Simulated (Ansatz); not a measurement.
Set up this calculation in Ansatz 0.2.0, as the native input.

```
Task                : relaxation of cell and atoms
Functional          : PBEsol
Potentials or basis : all-electron LAPW, scalar-relativistic
Basis error allowed : 0.002 eV/atom
k mesh              : 7 × 7 × 7
Occupations         : fermi-dirac, width 0.05 eV
Spin                : no spin polarisation
Target pressure     : 5 GPa
```

Ge3Pd:

```
Pd Ge
1.0
     4.14202    0.00000    0.00000
     0.00000    4.14202    0.00000
     0.00000    0.00000    4.14202
Pd Ge
1 3
Direct
  0.00000 0.00000 0.00000
  0.50000 0.50000 0.00000
  0.50000 0.00000 0.50000
  0.00000 0.50000 0.50000
```

The cell comes from a database or a generator and needn't be the stable form of this composition.

The input as run:

input.yaml

```yaml
crystal:
  lattice:
    - [4.142023, 0.0, 0.0]
    - [0.0, 4.142023, 0.0]
    - [0.0, 0.0, 4.142023]
  atoms:
    - { symbol: Pd, position: [0.0, 0.0, 0.0] }
    - { symbol: Ge, position: [0.5, 0.5, 0.0] }
    - { symbol: Ge, position: [0.5, 0.0, 0.5] }
    - { symbol: Ge, position: [0.0, 0.5, 0.5] }
kpoints:
  mp_grid: { grid: [7, 7, 7] }
scf:
  occupations: { method: fermi_dirac, width: 0.05 }
hamiltonian:
  xc: pbesol
  pseudopotentials: { kind: all_electron, lapw: { basis_error: 0.002 } }
output:
  forces: true
  stress: true
relax:
  f_tol: 0.01
  max_steps: 60
  cell: { p_target: 5 }
```

Potentials or basis: all-electron LAPW, scalar-relativistic.

Command:

```sh
$ ansatz run input.yaml --threads 2 --pin off --max-ram 8192MiB --backend cpu --events-out ev --progress --plain --runs-dir out
```

It gave:

* Relaxed volume: 16.15 Å³/atom
* Relaxed cell: a = 4.012 Å, b = 4.012 Å, c = 4.012 Å, α = 90.00°, β = 90.00°, γ = 90.00°
* Space group after relaxing (to 0.05 Å): Pm-3m (No. 221)
* Energy change on relaxing (the enthalpy is what falls): -3.4 meV/atom
* Ionic steps: 5
* Pressure after relaxing: 5.0 GPa

It took 28 s on 2 threads of Arm Neoverse V2 (shared host), peak memory 0.38 GiB.
